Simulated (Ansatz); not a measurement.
# C₂₆H₂₆S₄Si₂: geometry, orbitals and charge

Aim: characterise C₂₆H₂₆S₄Si₂ as a singlet: its structure, frontier levels and distribution of charge.

The runs use Ansatz 0.2.0, Gaussian basis; RKS PBE0-D4/def2-SVP.

Plan: relaxation at PBE-D4/def2-SVP; a single point at PBE0-D4/def2-SVP.

1 further run of the same task is left out (set aside as unsound or not needed).

## 1. The starting structure

SMILES `C[Si](C)(C)C#Cc1ccc(-c2ccc(-c3ccc(-c4ccc(C#C[Si](C)(C)C)s4)s3)s2)s1`, 58 atoms, charge 0, spin multiplicity 1.

Atoms are counted from 1 here; the program's logs count them from 0.

Bond lengths: C1–Si2 1.907 Å, C1–H33 1.086 Å, C1–H34 1.086 Å, C1–H35 1.086 Å, Si2–C3 1.906 Å, Si2–C4 1.905 Å, Si2–C5 1.857 Å, C3–H36 1.086 Å, C3–H37 1.086 Å, C3–H38 1.086 Å, C4–H39 1.086 Å, C4–H40 1.086 Å, C4–H41 1.086 Å, C5–C6 1.212 Å, C6–C7 1.394 Å, C7–C8 1.374 Å, C7–S32 1.743 Å, C8–C9 1.397 Å and more. Angles: Si2–C1–H33 111.3°, Si2–C1–H34 111.0°, Si2–C1–H35 111.5°, H33–C1–H34 107.5°, H33–C1–H35 107.7°, H34–C1–H35 107.6°, C1–Si2–C3 110.3°, C1–Si2–C4 111.3°, C1–Si2–C5 108.2°, C3–Si2–C4 110.9°, C3–Si2–C5 108.0°, C4–Si2–C5 108.1°, Si2–C3–H36 111.1°, Si2–C3–H37 111.5°, Si2–C3–H38 111.3°, H36–C3–H37 107.6°, H36–C3–H38 107.5°, H37–C3–H38 107.7° and more.

The start is a GFN2-xTB geometry.

## 2. Relaxation at PBE-D4/def2-SVP

in.yaml reads:

```yaml
crystal:
  periodic: [false, false, false]
  atoms:
    - {symbol: C, position_ang: [11.943900, -1.846500, -0.833160]}
    - {symbol: Si, position_ang: [11.417290, -0.226990, 0.023940]}
    - {symbol: C, position_ang: [12.240900, -0.088910, 1.737130]}
    - {symbol: C, position_ang: [11.828300, 1.289950, -1.053390]}
    - {symbol: C, position_ang: [9.577810, -0.275480, 0.272360]}
    - {symbol: C, position_ang: [8.379680, -0.313020, 0.451960]}
    - {symbol: C, position_ang: [7.003880, -0.361180, 0.671850]}
    - {symbol: C, position_ang: [6.357740, -0.746630, 1.821990]}
    - {symbol: C, position_ang: [4.965540, -0.684140, 1.718480]}
    - {symbol: C, position_ang: [4.526080, -0.251950, 0.488060]}
    - {symbol: C, position_ang: [3.184990, -0.074830, 0.048900]}
    - {symbol: C, position_ang: [2.737740, 0.365060, -1.175740]}
    - {symbol: C, position_ang: [1.345940, 0.422090, -1.272620]}
    - {symbol: C, position_ang: [0.699750, 0.027620, -0.123240]}
    - {symbol: C, position_ang: [-0.697860, -0.035110, 0.124370]}
    - {symbol: C, position_ang: [-1.345680, -0.441880, 1.268470]}
    - {symbol: C, position_ang: [-2.737270, -0.378980, 1.172500]}
    - {symbol: C, position_ang: [-3.183290, 0.078530, -0.046000]}
    - {symbol: C, position_ang: [-4.524150, 0.267260, -0.480940]}
    - {symbol: C, position_ang: [-4.962910, 0.736310, -1.697990]}
    - {symbol: C, position_ang: [-6.355130, 0.802590, -1.799840]}
    - {symbol: C, position_ang: [-7.002360, 0.383390, -0.662070]}
    - {symbol: C, position_ang: [-8.378690, 0.324470, -0.446400]}
    - {symbol: C, position_ang: [-9.577210, 0.276190, -0.271180]}
    - {symbol: Si, position_ang: [-11.417580, 0.214780, -0.029960]}
    - {symbol: C, position_ang: [-12.086450, -1.330940, -0.923030]}
    - {symbol: C, position_ang: [-11.763210, 0.135300, 1.842330]}
    - {symbol: C, position_ang: [-12.168300, 1.790960, -0.794850]}
    - {symbol: S, position_ang: [-5.865320, -0.102440, 0.567590]}
    - {symbol: S, position_ang: [-1.843520, 0.439920, -1.100530]}
    - {symbol: S, position_ang: [1.846430, -0.427160, 1.108230]}
    - {symbol: S, position_ang: [5.866740, 0.087510, -0.571150]}
    - {symbol: H, position_ang: [11.448190, -1.964870, -1.791910]}
    - {symbol: H, position_ang: [11.689350, -2.709740, -0.225250]}
    - {symbol: H, position_ang: [13.015500, -1.872900, -1.010140]}
    - {symbol: H, position_ang: [11.986430, -0.938840, 2.363030]}
    - {symbol: H, position_ang: [13.323510, -0.053370, 1.655890]}
    - {symbol: H, position_ang: [11.920090, 0.808070, 2.257840]}
    - {symbol: H, position_ang: [11.327520, 1.236750, -2.015240]}
    - {symbol: H, position_ang: [11.511470, 2.209700, -0.571080]}
    - {symbol: H, position_ang: [12.895310, 1.367550, -1.241240]}
    - {symbol: H, position_ang: [6.888360, -1.058460, 2.703810]}
    - {symbol: H, position_ang: [4.288340, -0.945830, 2.512150]}
    - {symbol: H, position_ang: [3.409140, 0.637470, -1.970880]}
    - {symbol: H, position_ang: [0.814660, 0.739250, -2.152770]}
    - {symbol: H, position_ang: [-0.815020, -0.772670, 2.143840]}
    - {symbol: H, position_ang: [-3.409240, -0.659980, 1.964160]}
    - {symbol: H, position_ang: [-4.286070, 1.021090, -2.484020]}
    - {symbol: H, position_ang: [-6.885340, 1.141950, -2.671670]}
    - {symbol: H, position_ang: [-11.865630, -1.292610, -1.985520]}
    - {symbol: H, position_ang: [-11.640800, -2.239460, -0.529810]}
    - {symbol: H, position_ang: [-13.163780, -1.417990, -0.814080]}
    - {symbol: H, position_ang: [-11.363600, 1.007480, 2.351200]}
    - {symbol: H, position_ang: [-12.828970, 0.093130, 2.048760]}
    - {symbol: H, position_ang: [-11.305840, -0.741790, 2.290300]}
    - {symbol: H, position_ang: [-11.952420, 1.850650, -1.857270]}
    - {symbol: H, position_ang: [-11.767030, 2.685780, -0.329120]}
    - {symbol: H, position_ang: [-13.247910, 1.813840, -0.677050]}
basis:
  gaussian: {orbitals: def2-SVP, fitting: {mean_field: def2-universal-jkfit}}
hamiltonian: {xc: pbe, dispersion: d4}
scf: {lower_state_search: "off"}
output: {orbitals: {seedname: orbitals}}
relax: {f_tol: 0.03, max_steps: 70}
```

The run is started by

```sh
$ ansatz run in.yaml --threads 2 --pin off --events-out ev --progress --plain --max-ram 20480MiB --backend cuda --devices 0, --max-vram 18GiB
```

Further steps of the session: Single point, PBE0-D4/def2-SVP.

**Question.** What will the summary of the whole plan be? Wanted: point group; commonest bond, hydrogen aside; HOMO, LUMO at PBE0-D4/def2-SVP; dipole at PBE-D4/def2-SVP.

As calculated:

```
                      quantity                           value
                   point group                              C1
commonest bond, hydrogen aside  C–C, 19 of mean length 1.392 Å
HOMO, LUMO at PBE0-D4/def2-SVP                 -5.37, -2.46 eV
     dipole at PBE-D4/def2-SVP                          0.01 D
```

The molecule keeps its bonding pattern by the stored test; the atoms moved 0.10 Å (rms). No usable vibrations, so a minimum isn't proven. The HOMO lies nearest to 4 C atoms about 7 % each; 4 C atoms about 6 % each and the LUMO to 4 C atoms about 6 % each; S30, S31 about 6 % each. The point group is read from a loosely relaxed geometry; soft torsions can leave it below the true symmetry.
